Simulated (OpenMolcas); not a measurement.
**GaBH3ClO (SMILES O[B](Cl)[GaH2]) at 6 levels**

Wanted: a comparison of 6 runs (HF/3-21G, BHLYP/6-31G*, M06-L/6-31G*, r2SCAN/6-31G*, B3LYP/6-31G*, CCSD(T)/6-31G*) of GaBH3ClO. 

The results are computed with OpenMolcas 26.06.

1 further run of the same task is left out (set aside as unsound or not needed).

## 1. The system as given

GaBH3ClO: 7 atoms, total charge 0, spin state singlet. SMILES: `O[B](Cl)[GaH2]`. The B2–Cl3 distance was set to 2.325 Å, away from the relaxed value.

Bond lengths: O1–B2 1.344 Å, B2–Ga4 2.095 Å, O1–H5 0.965 Å, Ga4–H6 1.572 Å, Ga4–H7 1.572 Å. Angles: O1–B2–Ga4 123.4°, B2–O1–H5 114.1°, B2–Ga4–H6 121.3°, B2–Ga4–H7 121.3°, H6–Ga4–H7 117.4°. A long bond or contact: B2–Cl3 2.325 Å.

## 2. A single-point energy at HF/3-21G (run 1)

Input file run.input:

```
&GATEWAY
 BASLIB = $CurrDir
 COORD
 7
 angstrom
 O       -1.124769      -0.907711       1.253619
 B       -0.311169      -0.343511       0.344419
 Cl       0.899000      -1.736200      -1.070500
 Ga      -0.076869       1.727589       0.135719
 H       -1.130169      -1.872911       1.232419
 H       -0.970569       2.553889      -0.859581
 H        1.038731       2.507289       0.923019
 BASIS = 3-21G
 GROUP = NoSym

&SEWARD

&SCF
 THRESHOLDS = 1e-10 1e-07 1e-07 1e-05
 PRORBITALS = 0
```

The basis set 3-21G is read from a file made from the Basis Set Exchange's data (not shown).

Command:

```
$ export MOLCAS_MEM=1860
$ pymolcas run.input > run.log
```

Output:

```text
--- Start Module: gateway ---
[...]
--- Stop Module: gateway /rc=_RC_ALL_IS_WELL_ ---
--- Start Module: seward ---
[...]
      Basis functions           59
--- Stop Module: seward /rc=_RC_ALL_IS_WELL_ ---
--- Start Module: scf ---
[...]
       Convergence after  14 Iterations
[...]
::    Total SCF energy                              -2471.8993671846
[...]
      Total spin, S                                     0.0000000000
[...]
      Total electronic charge=   64.000000
      Total            charge=   -0.000000
[...]
      Dipole Moment (debye):
      Origin of the operator (angstrom)=    0.0273    0.3231   -0.0219
                   X= -2.5972E+00               Y=  1.4598E+00               Z=  2.9935E+00           Total=  4.2235E+00
      Quadrupole Moment (debye*angstrom):
[...]
--- Stop Module: scf /rc=_RC_ALL_IS_WELL_ ---
[...]
```

It took 1.9 s on 1 thread of Intel Xeon 6975P-C (Granite Rapids), shared host; peak memory 0.39 GiB.

## 3. A single-point energy at BHLYP/6-31G(d) (spherical functions) (run 2)

Input file job.inp:

```
&GATEWAY
 BasLib
 $CurrDir
 Coord
 7
 bohr
 O     -2.12550536    -1.71532519     2.36899657
 B     -0.58802419    -0.64914171     0.65085758
 Cl     1.69886379    -3.28094250    -2.02295182
 Ga    -0.14526136     3.26467007     0.25647174
 H     -2.13570988    -3.53928885     2.32893438
 H     -1.83410960     4.82615076    -1.62437267
 H      1.96291711     4.73808953     1.74425312
 Basis
 6-31Gs
 Group
 NoSym

&SEWARD
 GridInput
 Grid=UltraFine
 End of Grid

&SCF
 KSDFT
 HYB_GGA_XC_BHANDHLYP
 Thresholds
 1e-10 1e-07 1e-07 1e-05
 PrOrbitals
 1 1
```

The basis set 6-31G* is read from a file made from the Basis Set Exchange's data (not shown).

Command:

```
$ export MOLCAS_MEM=1860
$ pymolcas job.inp > job.log
```

Output:

```text
--- Start Module: gateway ---
[...]
--- Stop Module: gateway /rc=_RC_ALL_IS_WELL_ ---
--- Start Module: seward ---
[...]
      Basis functions           84
--- Stop Module: seward /rc=_RC_ALL_IS_WELL_ ---
[...]
--- Start Module: scf ---
[...]
       Convergence after  16 Iterations
[...]
::    Total KS-DFT energy                           -2486.5680356445
[...]
      Total spin, S                                     0.0000000000
[...]
      Total electronic charge=   64.000000
      Total            charge=   -0.000000
[...]
      Dipole Moment (debye):
      Origin of the operator (angstrom)=    0.0273    0.3231   -0.0219
                   X= -2.2833E+00               Y=  1.0839E+00               Z=  2.6260E+00           Total=  3.6447E+00
      Quadrupole Moment (debye*angstrom):
[...]
--- Stop Module: scf /rc=_RC_ALL_IS_WELL_ ---
[...]
```

Run time: 15 s. Hardware: 1 thread of Intel Xeon 6975P-C (Granite Rapids), shared host; peak memory 0.47 GiB.

Run 3 isn't shown in full; the table further down has it.

## 4. A single-point energy at r2SCAN/6-31G(d) (spherical functions) (run 4)

Input file struct.xyz:

```xyz
7

O     -1.124769    -0.907711     1.253619
B     -0.311169    -0.343511     0.344419
Cl     0.899000    -1.736200    -1.070500
Ga    -0.076869     1.727589     0.135719
H     -1.130169    -1.872911     1.232419
H     -0.970569     2.553889    -0.859581
H      1.038731     2.507289     0.923019
```

Input file run.inp:

```
&GATEWAY
BASLIB=$CurrDir
COORD=struct.xyz
BASIS=6-31Gs
GROUP=NoSym
&SEWARD
GRIDINPUT
Grid=UltraFine
End of Grid
&SCF
KSDFT=2
1.0 MGGA_X_R2SCAN
1.0 MGGA_C_R2SCAN
THRESHOLDS=1e-10 1e-07 1e-07 1e-05
PRORBITALS=0
```

The basis set 6-31G* is read from a file made from the Basis Set Exchange's data (not shown).

Command:

```
$ export MOLCAS_MEM=1860
$ pymolcas run.inp > run.log
```

Output:

```text
--- Start Module: gateway ---
[...]
--- Stop Module: gateway /rc=_RC_ALL_IS_WELL_ ---
--- Start Module: seward ---
[...]
      Basis functions           84
--- Stop Module: seward /rc=_RC_ALL_IS_WELL_ ---
[...]
--- Start Module: scf ---
[...]
       Convergence after  16 Iterations
[...]
::    Total KS-DFT energy                           -2486.5479740565
[...]
      Total spin, S                                     0.0000000000
[...]
      Total electronic charge=   64.000000
      Total            charge=   -0.000000
[...]
      Dipole Moment (debye):
      Origin of the operator (angstrom)=    0.0273    0.3231   -0.0219
                   X= -2.2244E+00               Y=  8.4133E-01               Z=  2.5523E+00           Total=  3.4886E+00
      Quadrupole Moment (debye*angstrom):
[...]
--- Stop Module: scf /rc=_RC_ALL_IS_WELL_ ---
[...]
```

Run time: 20 s. Hardware: 1 thread of Intel Xeon 6975P-C (Granite Rapids), shared host; peak memory 0.47 GiB.

Run 5 isn't shown in full; the table further down has it.

## 5. The energy at CCSD(T)/6-31G(d) (spherical functions) (run 6)

Input file input.xyz:

```xyz
7

O     -1.124769    -0.907711     1.253619
B     -0.311169    -0.343511     0.344419
Cl     0.899000    -1.736200    -1.070500
Ga    -0.076869     1.727589     0.135719
H     -1.130169    -1.872911     1.232419
H     -0.970569     2.553889    -0.859581
H      1.038731     2.507289     0.923019
```

Input file job.inp:

```
&GATEWAY
BASLIB=$CurrDir
COORD=input.xyz
BASIS=6-31Gs
GROUP=NoSym
&SEWARD
&SCF
THRESHOLDS=1e-10 1e-07 1e-07 1e-05
PRORBITALS=1 2
&RASSCF
FILEORB=$Project.ScfOrb
SPIN=1
NACTEL=0 0 0
INACTIVE=32
RAS2=0
OUTORBITALS=Canonical
ORBLISTING=Nothing
&MOTRA
JOBIPH
FROZEN=16
&CCSDT
CCT
TRIPLES=2
ITERATIONS=80
ACCURACY=1e-08
EXTRAPOLATION=5 4
```

The basis set 6-31G* is read from a file made from the Basis Set Exchange's data (not shown).

Command:

```
$ export MOLCAS_MEM=1860
$ pymolcas job.inp > job.log
```

Output:

```text
--- Start Module: gateway ---
[...]
--- Stop Module: gateway /rc=_RC_ALL_IS_WELL_ ---
[...]
      Basis functions           84
[...]
       Convergence after  13 Iterations
[...]
::    Total SCF energy                              -2483.7569806574
[...]
      Total spin, S                                     0.0000000000
[...]
      Number of active orbitals                  0
[...]
      Spin quantum number                      0.0
[...]
      Active orbitals                            0
[...]
      Number of CSFs                             1
[...]
      Number of root(s) required                 1
[...]
      Convergence after  4 iterations
[...]
      Natural orbitals and occupation numbers for root  1
      ************************************************************************************************************************
      *                                                    Final results                                                     *
      ************************************************************************************************************************
[...]
::    RASSCF root number  1 Total energy:  -2483.75698066
[...]
      Total electronic charge=   64.000000
      Total            charge=   -0.000000
[...]
      Dipole Moment (debye):
      Origin of the operator (angstrom)=    0.0273    0.3231   -0.0219
                   X= -2.4274E+00               Y=  1.4103E+00               Z=  2.7991E+00           Total=  3.9644E+00
      Quadrupole Moment (debye*angstrom):
[...]
--- Start Module: motra ---
[...]
      *** WARNING: Default frozen orbitals is overwritten by user input.
      *** Default values:  21
[...]
--- Stop Module: motra /rc=_RC_ALL_IS_WELL_ ---
--- Start Module: ccsdt ---
[...]
      Convergence after                    17  Iterations
      Total energy (diff) :   -2484.38734492       0.00000001
[...]
 METHOD                       : CCSD+T(CCSD)+<T3(1)WT1> = CCSD(T)
[...]
       CCSD     =     -2484.3873449214329
[...]
--- Stop Module: ccsdt /rc=_RC_ALL_IS_WELL_ ---
[...]
```

It took 41 s on 1 thread of Intel Xeon 6975P-C (Granite Rapids), shared host; peak memory 0.46 GiB.

## 6. All runs side by side

```csv
run,level,integration grid,Cartesian functions,energy (Eh),dipole moment (D) of the reference,HOMO energy (eV),LUMO energy (eV),wall time
1,HF/3-21G,–,no,-2471.899367,4.22,-10.69,0.40,1.9 s
2,BHLYP/6-31G* (spherical functions),UltraFine,no,-2486.568036,3.64,-9.04,-1.62,15 s
3,M06-L/6-31G* (spherical functions),UltraFine,no,-2486.578085,3.68,-6.84,-2.92,18 s
4,r2SCAN/6-31G* (spherical functions),UltraFine,no,-2486.547974,3.49,-6.93,-2.98,20 s
5,B3LYP/6-31G* (Cartesian functions),UltraFine,yes,-2486.728253,3.45,-7.63,-2.60,17 s
6,CCSD(T)/6-31G* (spherical functions),–,no,-2484.404250,3.96,-10.80,0.41,41 s
```

## 7. Results

| quantity | value |
| --- | --- |
| run 6: total energy | -2484.40425 Eh |
| run 6: dipole moment (mean-field density) | 3.96 D |
| run 6: HOMO energy (Hartree–Fock orbitals) | -10.80 eV |
| run 6: LUMO energy (Hartree–Fock orbitals) | 0.41 eV |
| run 6: HOMO–LUMO gap (Hartree–Fock orbitals) | 11.21 eV |
| run 6: correlation energy (16 core orbitals frozen) | -647.3 mEh |
| run 6: (T) correction | -16.90 mEh |

**Reading.** Over runs 1, 2, 3, 4, 5 the dipole moment (its size) runs from 3.45 D (B3LYP/6-31G*) to 4.22 D (HF/3-21G). The two ends differ in method and basis. Over runs 1, 2, 3, 4, 5 the HOMO–LUMO gap runs from 3.92 eV (M06-L/6-31G*) to 11.09 eV (HF/3-21G). Totals of different functionals can't be ranked against each other. All runs together took 1.9 min, the longest 41 s.
